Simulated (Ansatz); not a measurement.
WS₂, space group P-6m2, a comparison of functionals at one structure

Program: Ansatz's Python interface.

The cells in order, each with its output:

In [1]:
```python
import csv

import ansatz as az
from ase import Atoms

KGRID = (7, 7, 1)
SCF_TOL = 1e-07
OCCUPATIONS = "Fermi-Dirac"
```

In [2]:
```python
atoms = Atoms(
    ["W", "S", "S"],
    scaled_positions=[
        [1 / 3, 2 / 3, 0.0],
        [2 / 3, 1 / 3, 0.907999],
        [2 / 3, 1 / 3, 0.092001],
    ],
    cell=[
        [3.183516, 0.0, 0.0],
        [-1.591758, 2.757006, 0.0],
        [0.0, 0.0, 16.950578],
    ],
    pbc=True,
)
structure = az.Crystal.from_ase(atoms)
```

In [3]:
```python
len(structure.resolved().sites)
```
Out [3]:
```text
3
```

In [4]:
```python
setup = (
    structure.calculation()
    .kpoints(*KGRID, center="monkhorst-pack")
    .scf(tolerance=SCF_TOL)
    .occupations(OCCUPATIONS)  # fractional filling near the Fermi level
    .pseudopotentials("nc")
    .accuracy("medium")  # preset for grids and thresholds
    .forces()
    .stress()  # positive in compression
)
```

In [5]:
```python
rows = []
for value in ["blyp", "lda", "pbesol"]:
    report = setup.functional(value).run().report
    rows.append((value, report["free_energy_ev"] / len(report["lattice"]["sites"]), report["n_iterations"], sum(report["stress_gpa"][i][i] for i in range(3)) / 3, max(abs(f) for row in report["forces_ev_ang"] for f in row), report["n_kpoints"]))
```
```text
DeckWarning: basis.ecutwfc = 1006.821291 eV, auto-derived from the records' recommended cutoffs: set by W (normal level)
DeckWarning: output.stress: scf.convergence.dr2_threshold = 1e-7 eV (the SCF's general default) is looser than the 3e-10 eV advised for a printed stress (1e-10 eV for each atom of the cell: 3). What an SCF threshold leaves in a stress goes as its square root, and in the free energy as the threshold itself, and one threshold admits the most on a small cell: of the crystals measured, under no [...]
DeckWarning: basis.ecutwfc = 952.398519 eV, auto-derived from the records' recommended cutoffs: set by W (normal level)
```

In [6]:
```python
with open("xc.csv", "w", newline="") as handle:
    writer = csv.writer(handle)
    writer.writerow(["functional", "F/atom (eV)", "iterations", "P (GPa)", "max component (eV/A)", "k-points"])
    writer.writerows([round(v, 5) if isinstance(v, float) else v for v in row] for row in rows)
print(open("xc.csv").read())
```
```text
functional,F/atom (eV),iterations,P (GPa),max component (eV/A),k-points
blyp,-886.00606,8,3.23041,0.79103,8
lda,-890.15702,8,-2.17834,0.4361,8
pbesol,-888.57552,8,-1.07316,0.12535,8
```

From lowest to highest: LDA (-2.2 GPa), PBEsol (-1.1 GPa) and BLYP (3.2 GPa). At a fixed cell a lower pressure usually means a smaller equilibrium volume, so LDA prefers the smallest cell and BLYP the largest.

No spin polarisation was allowed. The cell holds layers, chains or clusters in vacuum, no bulk phase; its stress is averaged over the vacuum too and scales with the cell's height. Such functionals run on norm-conserving files made under PBE, which can move pressures by some GPa. Pressure is positive in compression. Spin-orbit coupling, which matters for elements this heavy, is left out. This cell is a computed structure, which may not be the phase found in nature. Warnings are shown shortened and without file and line. Total energies of different functionals can't be compared; pressures, moments and gaps at this one structure can. It ran for 17 s on 1 thread of Arm Neoverse V2, on a shared host, peak memory 0.52 GiB.
